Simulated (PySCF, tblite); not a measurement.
# C4H7BF2+ (doublet): geometry, infrared bands and EPR parameters

Aim: predict the infrared bands and EPR parameters of C4H7BF2+ (doublet) (`C[C+](BF)[CH]CF`).

The runs use tblite 0.8.0 and PySCF 2.14.0, with density-fitted response routines of our own; the level of theory stands in each step. All values are computed, except where a source is named. Atoms are numbered from 0 throughout.

**1. The molecule as given**

14 atoms, charge 1, multiplicity 2; geometry from: force field or distance geometry start.

Bonds of the start (Å): C0–C1 1.48, C1–B2 1.57, B2–F3 1.46, C1–C4 1.46, C4–C5 1.47, C5–F6 1.35, C0–H7 1.13, C0–H8 1.13, C0–H9 1.08, B2–H10 1.18, C4–H11 1.11, C5–H12 1.12, C5–H13 1.13.

**2. Relaxing the molecule with GFN2-xTB**

What the job is given:

```
{"job": {"kind": "relax", "xc": "GFN2-xTB", "basis": "xTB"}, "charge": 1, "multiplicity": 2}
C     -1.051300    -1.102000     0.241600
C     -0.468500     0.255700     0.268600
B     -1.479700     1.455800     0.359500
F     -2.692800     1.392400    -0.443500
C      0.951500     0.580100     0.257400
C      1.924100    -0.399500    -0.250600
F      1.470000    -1.599300    -0.676200
H     -1.967400    -1.043200     0.908300
H     -1.474100    -1.235400    -0.793000
H     -0.438900    -1.921900     0.572900
H     -1.059800     2.544300     0.545800
H      1.080100     1.548100    -0.261300
H      2.373300     0.071900    -1.162100
H      2.832900    -0.547400     0.410400
```

On the command line:

```sh
> OMP_NUM_THREADS=1 python probes_run.py task.json out
```

This one command runs all jobs of the session in turn.

**Question.** This job is followed by: GFN2-xTB harmonic vibrations, gas phase; UKS B3LYP, pcH-1 on B C F H, non-relativistic, mean-field spin-orbit, GIAO. Predict these results of the whole session: strongest single infrared mode (GFN2-xTB); zero-point energy (GFN2-xTB); g(iso) (B3LYP); ⟨S²⟩; largest a(iso) (averaged by class).

As calculated:

| quantity | value |
| --- | --- |
| strongest single infrared mode (GFN2-xTB) | 1194 cm⁻¹, 397 km/mol |
| zero-point energy (GFN2-xTB) | 62.5 kcal/mol |
| g(iso) (B3LYP) | 2.00314 |
| ⟨S²⟩ | 0.755 (exact 0.75) |
| largest a(iso) (averaged by class) | 1H on H12, H13, 103.1 MHz |

What this shows: Over 117 steps the energy fell by 1.633 eV; of the close pairs, B2–F3 changed most, 1.456 to 1.283 Å. No mode is imaginary among the 36: a minimum at this level. The strongest single mode, at 1194 cm⁻¹, has its largest shares on H12, H9, H13 and C5 (the list is cut at 4 atoms). GFN2-xTB is a fitted tight-binding method: band positions and strengths are rough. Its intensities can rank the bands wrongly. The largest spin populations lie on C1 (0.37 e), C4 (0.36 e). The isotropic g lies 0.8 ppt above the free-electron value.
